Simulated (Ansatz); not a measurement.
# SnC2: the cost of one run

Program: Ansatz 0.2.0. PAW datasets, plane waves, zero pressure. No spin polarisation. The prototype was imposed, so other structures may be more stable.

### 1 The cell

This is the cell as the run starts from it, not yet at rest; its lengths are not the crystal's.

Space group P-3m1 (No. 164), trigonal; conventional cell a = 3.168 Å, c = 7.760 Å, 11.24 Å³ an atom. Around C lie 3 Sn at 1.94 Å and 1 C at 1.94 Å; around C lie 3 C at 1.94 Å and 1 Sn at 1.94 Å; around Sn lie 4 C at 1.94 Å.

Coordinates:

Space group P-3m1 (No. 164). a = 3.168 Å, b = 3.168 Å, c = 7.760 Å, α = 90.00°, β = 90.00°, γ = 120.00°
```tsv
atom	site	symmetry	x	y	z
C	2c	3m.	0.0000	0.0000	0.8750
C	2d	3m.	0.6667	0.3333	0.5417
Sn	2d	3m.	0.3333	0.6667	0.2083
```

### 2 PBE: cell and atoms

Contents of input.yaml:

```yaml
crystal:
  lattice:
    - [3.168006734, 0.0, 0.0]
    - [-1.584003367, 2.743574311, 0.0]
    - [0.0, 0.0, 7.76]
  atoms:
    - { symbol: C, position: [0.0, 0.0, 0.875] }
    - { symbol: C, position: [0.6666666667, 0.3333333333, 0.5416666667] }
    - { symbol: Sn, position: [0.3333333333, 0.6666666667, 0.2083333333] }
    - { symbol: Sn, position: [0.6666666667, 0.3333333333, 0.7916666667] }
    - { symbol: C, position: [0.3333333333, 0.6666666667, 0.4583333333] }
    - { symbol: C, position: [0.0, 0.0, 0.125] }
kpoints:
  mp_grid: { grid: [12, 12, 4] }
hamiltonian:
  xc: pbe
scf:
  occupations: { method: fermi_dirac, width: 0.02 }
relax:
  f_tol: 0.005
  cell: {}
```

Launch:

```bash
ansatz run input.yaml --threads 4 --pin off --max-ram 6451MiB --backend cpu --events-out ev --progress --plain --runs-dir out
```

What time and memory should one allow on 4 threads of Arm Neoverse V1, shared host?

About 26 s, with a peak of 0.47 GiB.
